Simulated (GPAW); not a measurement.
# MoS2 (P6_3/mmc) in GPAW: single point with LDA

Aim: the single point of MoS2 with LDA.

Everything below comes from runs of GPAW 26.7.0. Logs are shortened: lines on timing, memory, paths and dates and some standing lists are left out, and cuts for length are marked. The log counts tension as positive stress, the text compression.

**What was measured.**

From “Multiwavelength excitation Raman Scattering Analysis of bulk and 2 dimensional MoS2: Vibrational properties of atomically thin MoS2 layers”, 2015, arxiv:1506.03228, for a bulk crystal of MoS2 at 300 K: band gap 1.3 eV (indirect).

The results are compared with them further down.

## 1. The structure

It takes space group P6_3/mmc (No. 194, hexagonal). The conventional cell has a = 3.161 Å, b = 3.161 Å, c = 12.295 Å, α = 90.00°, β = 90.00°, γ = 120.00°. Mo (site symmetry -6m2) has 6 S at 2.39 Å as nearest neighbours. S (site symmetry 3m) is surrounded by 3 Mo at 2.39 Å.

## 2. Single point, LDA

run.py

```python
from ase import Atoms
from ase.dft.bandgap import bandgap
from ase.io import write
from ase.units import GPa
from gpaw import GPAW, PW

atoms = Atoms(['Mo', 'Mo', 'S', 'S', 'S', 'S'],
              cell=[[3.161, 0.0, 0.0],
                    [-1.5805, 2.7375063014, 0.0],
                    [0.0, 0.0, 12.295]],
              scaled_positions=[[0.333333, 0.666667, 0.25],
                                [0.666667, 0.333333, 0.75],
                                [0.333333, 0.666667, 0.624561],
                                [0.666667, 0.333333, 0.124561],
                                [0.333333, 0.666667, 0.875439],
                                [0.666667, 0.333333, 0.375439]],
              pbc=True)

calc = GPAW(mode=PW(500),
            xc='LDA',
            kpts={'size': (8, 8, 2), 'gamma': True},
            occupations={'name': 'fermi-dirac', 'width': 0.05},
            nbands=46,
            maxiter=120,
            txt='gpaw.txt')
atoms.calc = calc
energy = atoms.get_potential_energy()
forces = atoms.get_forces()
stress = atoms.get_stress()
calc.write('gs.gpw')
write('result.traj', atoms)
print(f'Energy: {energy:.6f} eV')
print('Forces (eV/A):')
print(forces.round(4))
print('Stress (GPa):', (stress / GPa).round(3))
print('Fermi level:', round(calc.get_fermi_level(), 4), 'eV')
print(f'Gap: {bandgap(calc)[0]:.4f} eV, direct: {bandgap(calc, direct=True)[0]:.4f} eV')
```

Potentials or basis: the program's PAW data sets (release 1.2.1) made for this functional, pw.

Started as:

```bash
OMP_NUM_THREADS=1 python run.py
```

gpaw.txt:

```text
__  _  _
 | _ |_)|_||  |
 |__||  | ||/\| - 26.7.0

Input parameters:
  mode=PW(ecut=500.0),
  kpts=MonkhorstPack(size=(8, 8, 2), gamma=True),
  maxiter=120,
  nbands=46,
  occupations=Occupations(name='fermi-dirac', width=0.05),
  xc=XC(name='LDA')

Diagonalizing LCAO Hamiltonian
Converting LCAO to pw mode

        S

           Mo
        S

           S
        Mo

           S

Atoms  # Å, Bohr magnetons
|   | symbol |         x |        y |         z |    initial magnetic moments |
|---|--------|-----------|----------|-----------|-----------------------------|
| 0 |     Mo | -0.000002 | 1.825005 |  3.073750 | ( 0.0000,  0.0000,  0.0000) |
| 1 |     Mo |  1.580502 | 0.912501 |  9.221250 | ( 0.0000,  0.0000,  0.0000) |
| 2 |      S | -0.000002 | 1.825005 |  7.678977 | ( 0.0000,  0.0000,  0.0000) |
| 3 |      S |  1.580502 | 0.912501 |  1.531477 | ( 0.0000,  0.0000,  0.0000) |
| 4 |      S | -0.000002 | 1.825005 | 10.763523 | ( 0.0000,  0.0000,  0.0000) |
| 5 |      S |  1.580502 | 0.912501 |  4.616023 | ( 0.0000,  0.0000,  0.0000) |

Unit cell  # Å
| periodic |         x |        y |         z |   lengths |     angles |
|----------|-----------|----------|-----------|-----------|------------|
|      yes |  3.161000 | 0.000000 |  0.000000 |  3.161000 |  90.000000 |
|      yes | -1.580500 | 2.737506 |  0.000000 |  3.161000 |  90.000000 |
|      yes |  0.000000 | 0.000000 | 12.295000 | 12.295000 | 120.000000 |

Number of symmetries: 4
Symmetry operations  # r_c * U_cc + t_c -> r_c
|   | kind |            matrix            |
|---|------|------------------------------|
| 0 |  E   |  1, 0, 0,  0, 1, 0,  0, 0, 1 |
| 1 |  C2  |  0, 1, 0,  1, 0, 0,  0, 0,-1 |
| 2 |  σ   |  0,-1, 0, -1, 0, 0,  0, 0, 1 |
| 3 |  i   | -1, 0, 0,  0,-1, 0,  0, 0,-1 |

BZ-sampling:
  Number of BZ points: 128
  Number of IBZ points: 42

  Monkhorst-Pack size: [8, 8, 2]
  Monkhorst-Pack shift: [0.0625, 0.0625, 0.25]

K-points  # in reciprocal-cell coordinates
|     |                                coordinates |     weight |
|-----|--------------------------------------------|------------|
|   0 | (  0.00000000,   0.00000000,   0.00000000) | 0.00781250 |
|   1 | (  0.00000000,   0.00000000,   0.50000000) | 0.00781250 |
|   2 | (  0.12500000,  -0.12500000,   0.00000000) | 0.01562500 |
|   3 | (  0.12500000,  -0.12500000,   0.50000000) | 0.01562500 |
|   4 | (  0.12500000,   0.00000000,   0.00000000) | 0.03125000 |
|   5 | (  0.12500000,   0.00000000,   0.50000000) | 0.03125000 |
|   6 | (  0.12500000,   0.12500000,   0.00000000) | 0.01562500 |
|   7 | (  0.12500000,   0.12500000,   0.50000000) | 0.01562500 |
|   8 | (  0.25000000,  -0.25000000,   0.00000000) | 0.01562500 |
|   9 | (  0.25000000,  -0.25000000,   0.50000000) | 0.01562500 |
| ... |                                            |            |
|  41 | (  0.50000000,   0.50000000,   0.50000000) | 0.00781250 |

Plane wave coefficients: 2736
Cutoff: 500.0 eV

Spin-components: 1 (collinear spins)
Bands:           46
Projectors:      32
Spin-degeneracy: 2
Datatype:        complex128

Parallelization:
  kpt:    1
  domain: 1
  band:   1

Density:
  Valence electrons: 52.0
  Components: 1
  Grid points: [18 18 64]
  Charge: 0.0  # |e|

Potential:
  Grid points: [18 18 64]

species:
  Mo:
    name:    Molybdenum
    Z:       42.0
    valence: 14
    core:    28
    charge:  0.0  # [|e|]
    compensation charges:
      type: gauss
      rc: 0.38  # [Å]
      lmax: 2
    cutoffs:
      filter: 2.16  # [Å]
      core: 1.42  # [Å]
    projectors
    | kind |    occ | energy [eV] | rcut [Å] |
    |------|--------|-------------|----------|
    |   4s |  2.000 |     -64.384 |    1.238 |
    |   5s |  1.000 |      -4.319 |    1.238 |
    |   4p |  6.000 |     -38.595 |    1.296 |
    |   5p |  0.000 |      -1.161 |    1.296 |
    |   4d |  5.000 |      -3.933 |    1.296 |
    |    d |        |      23.278 |    1.296 |

    Using partial waves for Mo as LCAO basis

  S:
    name:    Sulfur
    Z:       16.0
    valence: 6
    core:    10
    charge:  0.0  # [|e|]
    compensation charges:
      type: gauss
      rc: 0.24  # [Å]
      lmax: 2
    cutoffs:
      filter: 1.77  # [Å]
      core: 1.66  # [Å]
    projectors
    | kind |    occ | energy [eV] | rcut [Å] |
    |------|--------|-------------|----------|
    |   3s |  2.000 |     -17.278 |    0.974 |
    |   3p |  4.000 |      -7.106 |    0.979 |
    |    s |        |       9.933 |    0.974 |
    |    p |        |      20.105 |    0.979 |
    |    d |        |       0.000 |    0.900 |

    Using partial waves for S as LCAO basis

Reference energy: -263337.961849  # eV

eigensolver:
  PPCG
  Converge bands: occupied
  niter=2

density mixing:
  MSR1-Mixer
  Pratt-step length: 0.05
  Maximum mixing coefficient: 0.75
  Old densities: 10
  SVD Regularization: 0.005
  Good broyden scale: 1.0
  Trust region scale: 1.0
  Backstep threshold: 4.0
  History deletion threshold: 6.0
  Fourier metric: weight=20.0, sigma=0.015

occupation numbers:
  Fermi-Dirac:
    width: 0.0500  # eV

poisson solver:
  ecut: 4000.0  # eV

xc functional:
  name: None

convergence criteria:
- Maximum [total energy] change in last 3 cyles: 0.0005 eV / valence electron
- Maximum integral of absolute [dens]ity change: 0.0001 electrons / valence electron
- Maximum integral of absolute [eigenst]ate change: 4e-08 eV^2 / valence electron
maximum number of iterations: 120

SCF iterations
|iter     | |      energy | eigst |  dens |
|---------|-|-------------|-------|-------|
|iter:   1| |  -52.604425 | +0.53 |       |
|iter:   2| |  -51.873525 | -1.15 | -1.00 |
|iter:   3| |  -49.880823 | -1.14 | -1.07 |
|iter:   4| |  -49.704830 | -1.96 | -1.46 |
|iter:   5| |  -49.685867 | -2.57 | -1.79 |
|iter:   6| |  -49.715748 | -2.99 | -2.07 |
|iter:   7| |  -49.674081 | -3.36 | -2.10 |
|iter:   8| |  -49.674039 | -5.11 | -3.01 |
|iter:   9| |  -49.674042c| -6.02 | -3.41 |
|iter:  10| |  -49.674042c| -7.42c| -4.37c|

Converged in 10 steps
Energy contributions relative to reference atoms: (reference = -263337.961849)

Energy contributions:
  Kinetic:          -0.445949
  Coulomb:         -10.911728
  Zero:             -0.304520
  External:          0.000000
  Xc:              -38.011843
  Entropy:          -0.000007
  Spinorbit:         0.000000
  ----------------------------
  Free energy:     -49.674045
  Extrapolated:    -49.674042

dipole moment: (0.000001, 0.000002, 0.000007)  # |e|*Ang

Fermi level: 8.491
Eigenvalues  # (at kpt = [0.000, 0.000, 0.000])
| band index |      eig [eV] | occ [0-2] |
|------------|---------------|-----------|
|          0 |       -53.369 |     2.000 |
|        ... |               |           |
|         18 |         4.647 |     2.000 |
|         19 |         5.776 |     2.000 |
|         20 |         5.776 |     2.000 |
|         21 |         5.819 |     2.000 |
|         22 |         5.819 |     2.000 |
|         23 |         6.887 |     2.000 |
|         24 |         6.892 |     2.000 |
|         25 |         8.101 |     1.999 |
|         26 |        10.149 |     0.000 |
|         27 |        10.149 |     0.000 |
|         28 |        10.172 |     0.000 |
|         29 |        10.172 |     0.000 |
|         30 |        10.386 |     0.000 |
|         31 |        10.386 |     0.000 |
|         32 |        10.553 |     0.000 |
|         33 |        10.553 |     0.000 |
|        ... |               |           |
|         45 |        20.463 |     0.000 |

Gap: 0.907 eV
Transition (v -> c):
  (s=0, k=0, n=25, [0.00, 0.00, 0.00]) -> (s=0, k=14, n=26, [0.25, 0.12, 0.00])
Direct/indirect transitions are different
Direct gap: 1.926 eV
Transition at: (s=0, k=28, n=25, [0.38, 0.25, 0.00])

Forces  # eV/Ang
|        x |        y |        z |
|----------|----------|----------|
|  0.00005 | -0.00003 |  0.00016 |  # Mo   0
| -0.00005 |  0.00003 | -0.00016 |  # Mo   1
|  0.00003 | -0.00002 |  0.05093 |  # S    2
| -0.00005 |  0.00003 |  0.04852 |  # S    3
|  0.00005 | -0.00003 | -0.04852 |  # S    4
| -0.00003 |  0.00002 | -0.05093 |  # S    5

Stress tensor  # eV/Ang^3
|         x |         y |         z |
|-----------|-----------|-----------|
|  0.026061 | -0.000000 | -0.000000 |
| -0.000000 |  0.026061 |  0.000000 |
| -0.000000 |  0.000000 |  0.009756 |

# Writing to gs.gpw (mode='')
```

It took 2 min on 1 thread of AMD EPYC 7R43 (Zen 3), shared host; peak memory 0.26 GiB.

What came out:

| Quantity | Value |
| --- | --- |
| Free energy | -49.6740 eV |
| Pressure | -3.3 GPa |
| Largest force | 0.051 eV/Å |
| Band gap on the k mesh | 0.91 eV, indirect (least direct gap 1.93 eV) |

Forces on the atoms (eV/Å):
```
Mo   0.000  0.000  0.000
Mo   0.000  0.000  0.000
S    0.000  0.000  0.051
S    0.000  0.000  0.049
S    0.000  0.000 -0.049
S    0.000  0.000 -0.051
```

Stress tensor (GPa, compression positive):
```
-4.18  0.00  0.00
 0.00 -4.18  0.00
 0.00  0.00 -1.56
```

Caveat: the cutoff is short for stress and forces, so pressures can be off by a GPa or more.

## 3. Comparison with measurements

Step 2. A measured gap of MoS2 is 1.3 eV (indirect; 300 K; “Multiwavelength excitation Raman Scattering Analysis of bulk and 2 dimensional MoS2: Vibrational properties of atomically thin MoS2 layers”, 2015, arxiv:1506.03228); the calculated 0.91 eV misses it by -0.39 eV. Spin-orbit coupling on Mo is left out. The value is that of LDA on a finite k mesh, which can miss the band edges, without temperature or zero-point motion. Semilocal functionals fall short of measured gaps as a rule.
